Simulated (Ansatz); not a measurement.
# C2H8GeO2: small, medium and large basis sets

One table from this session's results is given with a row withheld; the runs are named, their logs left out.

The runs use Ansatz 0.2.0, Gaussian basis; one geometry, several basis sets.

Plan: PBE0-D4/def2-SVP; ωB97M-V/def2-SVP; PBE0-D4/def2-QZVPP; ωB97M-V/def2-QZVPP; the functionals' def2-TZVPP values are taken from earlier runs.

## The geometry

An earlier PBE0-D4 in a triple-zeta def2 set relaxation fixed the geometry.

SMILES `C[O][GeH2][O]C`, 13 atoms, charge 0, spin multiplicity 1.

Atoms are counted from 1 here; the program's logs count them from 0.

Bond lengths: C1–O2 1.410 Å, C1–H6 1.096 Å, C1–H7 1.098 Å, C1–H8 1.092 Å, O2–Ge3 1.773 Å, Ge3–O4 1.773 Å, Ge3–H9 1.534 Å, Ge3–H10 1.534 Å, O4–C5 1.410 Å, C5–H11 1.096 Å, C5–H12 1.092 Å, C5–H13 1.098 Å. Angles: O2–C1–H6 112.0°, O2–C1–H7 112.0°, O2–C1–H8 108.0°, H6–C1–H7 108.2°, H6–C1–H8 108.4°, H7–C1–H8 108.1°, C1–O2–Ge3 118.6°, O2–Ge3–O4 109.4°, O2–Ge3–H9 104.3°, O2–Ge3–H10 110.8°, O4–Ge3–H9 110.8°, O4–Ge3–H10 104.3°, H9–Ge3–H10 117.1°, Ge3–O4–C5 118.6°, O4–C5–H11 112.0°, O4–C5–H12 108.0°, O4–C5–H13 112.0°, H11–C5–H12 108.4° and more.

The first run:

in.yaml

```yaml
crystal:
  periodic: [false, false, false]
  atoms:
    - {symbol: C, position_ang: [-1.515376, -0.406660, 1.379417]}
    - {symbol: O, position_ang: [-1.040954, 0.745742, 0.720919]}
    - {symbol: Ge, position_ang: [0.708465, 0.947531, 0.518465]}
    - {symbol: O, position_ang: [1.337075, -0.357015, -0.503841]}
    - {symbol: C, position_ang: [0.889422, -0.444303, -1.837512]}
    - {symbol: H, position_ang: [-1.263633, -1.324119, 0.834527]}
    - {symbol: H, position_ang: [-1.115619, -0.492978, 2.398386]}
    - {symbol: H, position_ang: [-2.603184, -0.333433, 1.446440]}
    - {symbol: H, position_ang: [0.854977, 2.306049, -0.178897]}
    - {symbol: H, position_ang: [1.437171, 0.765187, 1.856025]}
    - {symbol: H, position_ang: [-0.188381, -0.636067, -1.897381]}
    - {symbol: H, position_ang: [1.413982, -1.274387, -2.316030]}
    - {symbol: H, position_ang: [1.106655, 0.469753, -2.405719]}
basis:
  gaussian: {orbitals: def2-SVP}
hamiltonian: {xc: pbe0, dispersion: d4}
output: {orbitals: {seedname: orbitals}}
```

On the command line:

```
ansatz run in.yaml --threads 4 --pin off --events-out ev --progress --plain --max-ram 11315MiB
```

Among the steps run: PBE0-D4 in def2-SVP; ωB97M-V in def2-SVP; PBE0-D4 in def2-QZVPP; ωB97M-V in def2-QZVPP.

One of the session's tables, all rows but one given; the rest of the session is left out.

It belongs to the step «Functionals by basis». 

```
functional       basis  HOMO (eV)  LUMO (eV)
   PBE0-D4    def2-SVP      -7.80       1.16
   PBE0-D4  def2-TZVPP      -7.92       0.81
   PBE0-D4  def2-QZVPP      -7.95       0.49
   ωB97M-V    def2-SVP          ?          ?
   ωB97M-V  def2-TZVPP     -10.33       2.54
   ωB97M-V  def2-QZVPP     -10.37       1.89
```

**Question.** Estimate the row for ωB97M-V, def2-SVP.

The run gave: HOMO (eV): -10.19; LUMO (eV): 3.03. In the column «HOMO (eV)» it lies between ωB97M-V, def2-TZVPP (-10.33) and PBE0-D4, def2-QZVPP (-7.95).
